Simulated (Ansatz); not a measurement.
# ClFHO2V: the cost of one run

Program: Ansatz 0.2.0, driven from Python. Level of theory: B3LYP+D4/cc-pVDZ. These are calculated values, not measurements.

## 1. Starting point

Bond lengths: O1–V2 1.729 Å, V2–O3 1.937 Å, V2–F4 1.897 Å, V2–Cl5 2.340 Å, O3–H6 1.021 Å. Angles: O1–V2–O3 107.4°, O1–V2–F4 112.2°, O1–V2–Cl5 111.3°, O3–V2–F4 107.7°, O3–V2–Cl5 109.7°, F4–V2–Cl5 108.4°, V2–O3–H6 105.2°.

The script holds or builds the structure itself.

## 2. Script

energy.py

```python
'''Electronic structure of the ClFHO2V molecule.'''

import ansatz as az
import numpy as np


def main() -> None:
    geometry_ang = [
        ('O', (-1.6082, -0.0972, 1.0279)),
        ('V', (-0.386, -0.0337, -0.1938)),
        ('O', (1.1845, -0.9213, 0.5108)),
        ('F', (-0.9052, -0.9458, -1.7746)),
        ('Cl', (0.1405, 2.1758, -0.7551)),
        ('H', (1.6165, -0.2418, 1.1386)),
    ]
    geometry = az.Crystal.molecule()
    for symbol, xyz in geometry_ang:
        geometry = geometry.atom(symbol, xyz)

    base = (
        geometry.calculation()
        .basis(gaussian='cc-pVDZ')
        .functional('b3lyp', dispersion='d4')
        .forces()
    )
    out = base.run(threads=1, backend='cpu')
    r = out.report

    for key in ('converged', 'free_energy_ev', 'reference_energy_ev', 'n_frozen', 'n_occupied', 'n_virtual'):
        print(f'{key:22s} {r[key]}')

    state = r['mean_field']['state']
    print(f'mean field: {state["energy"]["hartree"]:.7f} Ha, <S^2> = {abs(state["spin_squared"]):.4f}, stability: {state.get("stability", {}).get("kind")}')

    symbols = [site.symbol for site in geometry.cartesian_sites]
    forces = np.array(r['forces_ev_ang'])
    print('largest force', round(float(np.linalg.norm(forces, axis=1).max()), 4), 'eV/A, rms', round(float(np.sqrt((forces ** 2).mean())), 4))

    charges = r['charge_distribution']
    dipole = np.array(charges['dipole_moment_e_ang']) * 4.803205
    print('dipole (D): {:.3f} {:.3f} {:.3f}, length {:.3f}'.format(*dipole, np.linalg.norm(dipole)))
    print('atom  Mulliken   Lowdin')
    for symbol, m, l in zip(symbols, charges['mulliken_charges_e'], charges['lowdin_charges_e']):
        print(f'{symbol:4s} {m:9.3f} {l:8.3f}')


if __name__ == '__main__':
    main()
```

## 3. The run

On the command line:

```
$ python energy.py
```

Q: Estimate wall time and peak memory on 1 thread of Arm Neoverse V1, shared host.

About 10 s, with a peak of 0.32 GiB.
